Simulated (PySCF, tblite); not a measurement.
# C2H5OSi radical: geometry, infrared bands and EPR parameters

Wanted: the infrared bands and EPR parameters of C2H5OSi radical (`C=[C]O[SiH3]`), by calculation.

The runs use tblite 0.8.0 and PySCF 2.14.0, with density-fitted response routines of our own; the level of theory stands in each step. All values are computed, except where a source is named. Atoms count from 0, in the outputs and in this text.

## Step 1: The starting structure

9 atoms, charge 0, multiplicity 2; geometry from: force field or distance geometry start.

Bonds of the start (Å): C0–C1 1.31, C1–O2 1.37, O2–Si3 1.74, C0–H4 1.10, C0–H5 1.09, Si3–H6 1.48, Si3–H7 1.45, Si3–H8 1.48.

## Step 2: Relaxing the molecule with GFN2-xTB

The job: settings as JSON, then the geometry in Å.

```
{"job": {"kind": "relax", "xc": "GFN2-xTB", "basis": "xTB"}, "charge": 0, "multiplicity": 2}
C      1.658400    -0.063000     0.157800
C      1.003400     1.073600     0.079300
O     -0.214000     1.201600    -0.535800
Si    -1.375400    -0.035000    -0.161500
H      2.617900    -0.050000     0.689400
H      1.306500    -1.004800    -0.255200
H     -1.716100     0.172900     1.261400
H     -2.571200     0.051100    -0.984500
H     -0.696000    -1.340300    -0.276100
```

Run with:

```
$ OMP_NUM_THREADS=1 python probes_run.py task.json out
```

One launch serves the whole session: the jobs run in the order shown.

The log of the run:

```text
step      E/eV     max force
  0    -341.19025    2.651
  1    -341.34508    1.195
  2    -341.42100    0.883
  3    -341.45387    0.791
  4    -341.48129    0.670
  5    -341.50372    0.498
  6    -341.52942    0.470
  7    -341.56005    0.545
  8    -341.58214    0.562
  9    -341.60377    0.363
 10    -341.62368    0.471
 11    -341.64449    0.534
 12    -341.67591    0.560
 13    -341.70849    0.470
 14    -341.72547    0.296
 15    -341.73393    0.295
 16    -341.74564    0.339
 17    -341.76043    0.423
 18    -341.77134    0.304
 19    -341.77708    0.192
 20    -341.78034    0.192
 21    -341.78352    0.220
 22    -341.78825    0.266
 23    -341.79301    0.185
 24    -341.79530    0.093
 25    -341.79623    0.080
 26    -341.79694    0.074
 27    -341.79763    0.080
 28    -341.79833    0.066
 29    -341.79884    0.065
 30    -341.79915    0.050
 31    -341.79931    0.039
 32    -341.79942    0.037
 33    -341.79952    0.034
 34    -341.79963    0.033
 35    -341.79973    0.024
 36    -341.79977    0.016
 37    -341.79980    0.013
 38    -341.79981    0.012
 39    -341.79983    0.011
 40    -341.79985    0.017
 41    -341.79988    0.014
 42    -341.79991    0.013
 43    -341.79993    0.016
 44    -341.79996    0.021
 45    -341.80002    0.039
 46    -341.80013    0.057
 47    -341.80029    0.063
 48    -341.80045    0.046
 49    -341.80055    0.021
 50    -341.80060    0.031
 51    -341.80067    0.038
 52    -341.80079    0.038
 53    -341.80090    0.031
 54    -341.80095    0.014
 55    -341.80098    0.015
 56    -341.80100    0.016
 57    -341.80104    0.024
 58    -341.80110    0.026
 59    -341.80116    0.018
 60    -341.80119    0.014
 61    -341.80120    0.012
 62    -341.80122    0.016
 63    -341.80125    0.017
 64    -341.80128    0.014
 65    -341.80130    0.013
 66    -341.80132    0.015
 67    -341.80135    0.017
 68    -341.80141    0.027
 69    -341.80150    0.031
 70    -341.80160    0.027
 71    -341.80170    0.030
 72    -341.80182    0.034
 73    -341.80202    0.045
 74    -341.80248    0.094
 75    -341.80312    0.133
 76    -341.79698    0.541
 77    -341.80429    0.062
 78    -341.80462    0.197
 79    -341.80544    0.080
 80    -341.80598    0.138
 81    -341.80631    0.057
 82    -341.80661    0.040
 83    -341.80682    0.116
 84    -341.80704    0.023
 85    -341.80719    0.047
 86    -341.80728    0.130
 87    -341.80762    0.045
 88    -341.80780    0.038
 89    -341.80617    0.305
 90    -341.80806    0.021
 91    -341.80818    0.016
 92    -341.80779    0.166
 93    -341.80832    0.013
 94    -341.80838    0.007
```

Wall time 0.24 s (1 thread of Arm Neoverse V2, shared host).

Step by step: (not every step is listed) (the energy doesn't fall at every step)

| step | energy from step 0 (eV) | largest force (eV/Å) |
| --- | --- | --- |
| 0 | 0.0000 | 2.6506 |
| 1 | -0.1548 | 1.1955 |
| 2 | -0.2308 | 0.8828 |
| 3 | -0.2636 | 0.7905 |
| 4 | -0.2910 | 0.6702 |
| 5 | -0.3135 | 0.4978 |
| 6 | -0.3392 | 0.4696 |
| 7 | -0.3698 | 0.5454 |
| 8 | -0.3919 | 0.5620 |
| 16 | -0.5554 | 0.3388 |
| 24 | -0.6051 | 0.0933 |
| 32 | -0.6092 | 0.0374 |
| 40 | -0.6096 | 0.0169 |
| 48 | -0.6102 | 0.0459 |
| 56 | -0.6107 | 0.0164 |
| 64 | -0.6110 | 0.0136 |
| 72 | -0.6116 | 0.0345 |
| 80 | -0.6157 | 0.1382 |
| 88 | -0.6175 | 0.0382 |
| 89 | -0.6159 | 0.3054 |
| 90 | -0.6178 | 0.0208 |
| 91 | -0.6179 | 0.0158 |
| 92 | -0.6175 | 0.1664 |
| 93 | -0.6181 | 0.0127 |
| 94 | -0.6181 | 0.0073 |

Close pairs (by a distance rule), those that changed most:

| bond | before (Å) | after (Å) | change (Å) |
| --- | --- | --- | --- |
| O2–Si3 | 1.737 | 1.641 | -0.096 |
| C1–O2 | 1.370 | 1.291 | -0.079 |
| C0–H4 | 1.097 | 1.074 | -0.023 |
| Si3–H6 | 1.478 | 1.462 | -0.016 |
| Si3–H8 | 1.476 | 1.462 | -0.014 |
| C0–C1 | 1.314 | 1.302 | -0.012 |
| C0–H5 | 1.087 | 1.091 | +0.004 |
| Si3–H7 | 1.454 | 1.454 | -0.000 |

The next job starts from the end point, and lists it.

## Step 3: Infrared spectrum with GFN2-xTB

The job: settings as JSON, then the geometry in Å.

```
{"job": {"kind": "ir", "xc": "GFN2-xTB", "basis": "xTB"}, "charge": 0, "multiplicity": 2}
C      1.933422     0.045147     0.239216
C      1.024448     0.794643    -0.315580
O     -0.251830     0.784582    -0.512347
Si    -1.582622    -0.107410    -0.156266
H      2.970204     0.326469     0.249061
H      1.688797    -0.905836     0.714904
H     -1.751374    -0.173435     1.294302
H     -2.585606     0.697058    -0.835447
H     -1.431878    -1.455223    -0.703022
```

The log of the run:

```text
mode    cm-1     km/mol
  1      62.9      0.14
  2     112.4      0.11
  3     115.7      0.93
  4     411.7      0.13
  5     521.0      0.37
  6     572.8     67.39
  7     618.5     79.45
  8     680.4     71.12
  9     749.7    210.81
 10     794.5    224.70
 11     795.3     56.35
 12     812.2    301.76
 13     979.5     19.49
 14    1182.8    143.54
 15    1373.6     11.13
 16    1782.1    303.77
 17    2257.8    391.26
 18    2282.3    159.54
 19    2348.9    224.37
 20    2875.7     21.86
 21    3125.9      7.21
```

Wall time 0.1 s (1 thread of Arm Neoverse V2, shared host).

The strongest bands and the atoms that carry them (share of the mass-weighted mode):

| cm⁻¹ | km/mol | atoms |
| --- | --- | --- |
| 750 | 210.8 | H7 60 %, H6 18 %, H8 16 % |
| 794 | 224.7 | H8 37 %, H6 33 %, H7 21 % |
| 812 | 301.8 | H6 37 %, H8 36 %, H7 19 % |
| 1183 | 143.5 | O2 48 %, C1 23 %, C0 14 %, H5 11 % |
| 1782 | 303.8 | C1 62 %, C0 32 % |
| 2258 | 391.3 | H8 58 %, H6 38 % |
| 2282 | 159.5 | H6 58 %, H8 39 % |
| 2349 | 224.4 | H7 96 % |

## Step 4: EPR parameters: B3LYP/pcH-1

The job, as its differences from that of step 3:

```diff
@@ -1,2 +1,2 @@
-{"job": {"kind": "ir", "xc": "GFN2-xTB", "basis": "xTB"}, "charge": 0, "multiplicity": 2}
+{"job": {"kind": "epr", "basis": "pcH-1"}, "charge": 0, "multiplicity": 2}
 C      1.933422     0.045147     0.239216
```

With the program's defaults for keys left out, this is: UKS B3LYP, pcH-1 on C H O Si, non-relativistic, mean-field spin-orbit, GIAO.

The log of the run:

```text
UKS, coarse grid
  cycle   1  E = -443.80121032  |g| = 4.61e-01
  cycle   2  E = -443.71280470  |g| = 6.80e-01
  cycle   3  E = -443.87273146  |g| = 9.34e-02
  cycle   4  E = -443.87549680  |g| = 3.91e-02
  cycle   5  E = -443.87619063  |g| = 1.54e-02
  cycle   6  E = -443.87631597  |g| = 4.14e-03
  cycle   7  E = -443.87633522  |g| = 1.44e-03
  cycle   8  E = -443.87634083  |g| = 5.88e-04
UKS, final grid
  cycle   1  E = -443.87633613  |g| = 4.38e-04
  cycle   2  E = -443.87633634  |g| = 5.68e-04
  cycle   3  E = -443.87633650  |g| = 1.89e-04
  cycle   4  E = -443.87633658  |g| = 1.25e-04
  cycle   5  E = -443.87633661  |g| = 2.96e-05
  cycle   6  E = -443.87633661  |g| = 5.48e-06
E = -443.87633661 Eh   <S^2> = 0.7572 (exact 0.7500)
g shifts (ppm)      1          2          3
  rmc          -194       -194       -194
  gc             19         11        -66
  oz_so        -814         87       1262
  total        -988        -95       1002
hyperfine (MHz)  atom isotope    a_iso     a_fc   dipolar eigenvalues
    0   13C      75.51      75.54    -19.71     -1.51     21.22
    1   13C     449.76     449.89    -77.55    -56.95    134.50
    2   17O    -145.55    -145.57    -29.94     13.85     16.09
    3  29Si     -63.92     -64.02    -16.24      7.96      8.28
    4    1H      55.29      55.30     -7.35     -6.09     13.44
    5    1H     141.21     141.22     -5.46     -1.65      7.11
    6    1H       5.31       5.31     -2.27     -1.48      3.75
    7    1H      -2.87      -2.87     -2.21     -1.79      4.00
    8    1H       8.33       8.33     -2.30     -1.40      3.70
```

It took 15 s on 1 thread of Arm Neoverse V2, shared host; peak memory 0.61 GiB.

Principal g values 2.00133, 2.00222, 2.00332; g(iso) = 2.00229, against 2.00232 for a free electron.

Mean a(iso) over the nuclei that a row names, and the largest dipolar term of the row (other rows stand at the frozen geometry):

| nuclei | isotope | a(iso) (MHz) | a(iso) (G, at g = 2.0023) | largest dipolar term (MHz) |
| --- | --- | --- | --- | --- |
| C1 | 13C | 449.8 | 160.5 | 134.5 |
| O2 | 17O | -145.5 | -51.9 | -29.9 |
| H5 | 1H | 141.2 | 50.4 | 7.1 |
| C0 | 13C | 75.5 | 26.9 | 21.2 |
| Si3 | 29Si | -63.9 | -22.8 | -16.2 |
| H4 | 1H | 55.3 | 19.7 | 13.4 |
| H6, H7, H8 | 1H | 3.6 | 1.3 | 4.0 |

Mulliken spin populations:

| atom | value (e) |
| --- | --- |
| C0 | -0.12 |
| C1 | 0.91 |
| O2 | 0.06 |
| Si3 | 0.05 |
| H4 | 0.02 |
| H5 | 0.08 |
| H6 | 0.00 |
| H7 | 0.00 |
| H8 | 0.01 |

In first order the couplings over 0.8 MHz of 1H give 16 distinct lines over 74.0 G, if the averaged nuclei exchange fast.

The fields below are evaluated on a grid from the run's orbitals.

ELF in a plane through or near 7 of the atoms.

Ten even steps from '0' (0.00) to '9' (1.00):
```
0000000000000000000000000000
0000000000000000000000000000
0000000000000000000000000000
0000000013210000000000000000
0000000289970000000000000000
0000000499991000111000000000
0000000599992001343200000000
0000000499991001333210000000
0000366579850011012011000000
0004899916551144388066310000
0005999926773477277299841000
0005999957723858412999983000
0001698525343827626999994000
0000154116865778514999983000
0000000028996378400999950000
0000000028984156200799710000
0000000026872011000154100000
0000000002431000000000000000
0000000000000000000000000000
0000000000000000000000000000
```
The map spans 11.2 Å across and 7.4 Å up, centred on the molecule. Atoms in the plane (x, y in Å): C0 (-1.9, 0.0), C1 (-1.0, -0.9), O2 (0.3, -0.9), Si3 (1.6, 0.1), H4 (-3.0, -0.3), H5 (-1.7, 1.1), H7 (2.6, -0.9).

log10 of the density (e/Å³) in the same plane.

Ten even steps from ' ' (-4.0) to '@' (1.5):
```
                                                        
                                                        
              ..........      ..........                
            ..::::----::::....::::::::::::..            
          ..::--========--::::----------::::..          
        ..::--==++++++==--------========--::..          
      ..::----++**##**++==--====++++++++==--::..        
      ..::--==++**####**==--==++******++==--::....      
    ..::--==++**######**++==++++**####**++==--::..      
    ..--==++**##%%@@##****++****%%@@@@****++==--::..    
    ..--==**####%%@@####****######@@@@##**++==--::..    
    ..--==++**######%%%%####%%%%##**######**++--::..    
    ..::--==++++****##@@%%%%@@%%##****####**++--::..    
      ::::--====++**########%%%%**++++******==--::..    
      ....::----==++************++++==++++====--::..    
          ..::--====++++++++++++====--======--::..      
            ..::----============----::----::::....      
              ..::::------::::::..............          
                ....::::::....        ....              
                                                        
```
The map spans 11.2 Å across and 7.4 Å up, centred on the molecule. Atoms in the plane (x, y in Å): C0 (-1.9, 0.0), C1 (-1.0, -0.9), O2 (0.3, -0.9), Si3 (1.6, 0.1), H4 (-3.0, -0.3), H5 (-1.7, 1.1), H7 (2.6, -0.9).

On the surface of density 0.002 e/bohr³ the electrostatic potential runs, from the 1st to the 99th percentile, from -0.81 V near C0 to 1.87 V near Si3.

The spin density lies nearest to C1 71 %; O2 10 %; C0 6 % (both signs); H5 6 %.

## Step 5: Summary of results

```
                                 quantity                  value
strongest single infrared mode (GFN2-xTB)  2258 cm⁻¹, 391 km/mol
             zero-point energy (GFN2-xTB)          35.0 kcal/mol
                           g(iso) (B3LYP)                2.00229
                                     ⟨S²⟩     0.757 (exact 0.75)
       largest a(iso) (averaged by class)   13C on C1, 449.8 MHz
    surface potential, 1st and 99th percentile     -0.81 V and 1.87 V
```

Relaxing lowered the energy by 0.618 eV in 94 steps; the close pair that moved most is O2–Si3, from 1.737 to 1.641 Å. All 21 modes are real, so the xTB geometry is a minimum. The strongest single mode, at 2258 cm⁻¹, moves mainly H8 and H6. Unscaled tight-binding wavenumbers are off by several per cent, some by more. Its intensities can rank the bands wrongly. Most of the unpaired spin sits on C1 (0.91 e). The isotropic g lies 0.0 ppt below the free-electron value.
